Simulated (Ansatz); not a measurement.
**SnH3Se+ (SMILES [SeH][SnH2+]): functionals against CCSD(T) at one geometry**

The task here is to estimate one member of a computed series from the others.

Method: single points in def2-TZVPP; program: Ansatz 0.2.0, Gaussian basis.

Cores are frozen in the correlated methods. Filled d shells of the heavier atoms are correlated. Core potentials replace the inner electrons past krypton, and spin-orbit coupling is left out. B3LYP uses VWN-RPA correlation.

## Where the work starts

SMILES `[SeH][SnH2+]`, 5 atoms, charge 1, spin multiplicity 1.

Atoms are counted from 1 here; the program's logs count them from 0.

Bond lengths: Se1–Sn2 2.455 Å, Se1–H3 1.497 Å, Sn2–H4 1.726 Å, Sn2–H5 1.808 Å. Angles: Sn2–Se1–H3 94.9°, Se1–Sn2–H4 129.7°, Se1–Sn2–H5 126.6°, H4–Sn2–H5 103.4°.

As a file:

```xyz
5
H3SeSn
Se    1.17350   -1.32600    0.69910
Sn   -0.09300    0.44630   -0.43220
H     0.08260   -1.66360    1.66720
H    -1.03020    0.38020   -1.87970
H    -0.10680    2.20270   -0.00330
```

The first run:

Contents of run/in.yaml:

```yaml
crystal:
  periodic: [false, false, false]
  atoms:
    - {symbol: Se, position_ang: [1.173500, -1.326000, 0.699100]}
    - {symbol: Sn, position_ang: [-0.093000, 0.446300, -0.432200]}
    - {symbol: H, position_ang: [0.082600, -1.663600, 1.667200]}
    - {symbol: H, position_ang: [-1.030200, 0.380200, -1.879700]}
    - {symbol: H, position_ang: [-0.106800, 2.202700, -0.003300]}
basis:
  gaussian: {orbitals: def2-TZVPP}
total_charge: 1
correlation: {method: ccsd_t}
output: {forces: true}
```

No record of the launch command was kept for these runs.

Among the steps run: CCSD(T)/def2-TZVPP; PBE0-D4/def2-TZVPP; wB97M-V/def2-TZVPP; r2SCAN-D4/def2-TZVPP; PBE-D4/def2-TZVPP; HSE06-D4/def2-TZVPP; B3LYP-D4/def2-TZVPP.

One table of the session follows, with a row left open; its other results are not shown here.

| method | RMS force component (eV/Å) | angle to CCSD(T) forces (°) |
| --- | --- | --- |
| CCSD(T) | 0.663 | reference |
| PBE0-D4 | 0.608 | 4.3 |
| wB97M-V | 0.675 | 2.2 |
| r2SCAN-D4 | 0.597 | 4.9 |
| PBE-D4 | 0.561 | 18.4 |
| HSE06-D4 | 0.607 | 4.5 |
| B3LYP-D4 | ? | ? |

**Question.** Estimate the row for B3LYP-D4.

The run gave: RMS force component (eV/Å): 0.647; angle to CCSD(T) forces (°): 11.5. In the column «RMS force component (eV/Å)» it lies between PBE0-D4 (0.608) and CCSD(T) (0.663).
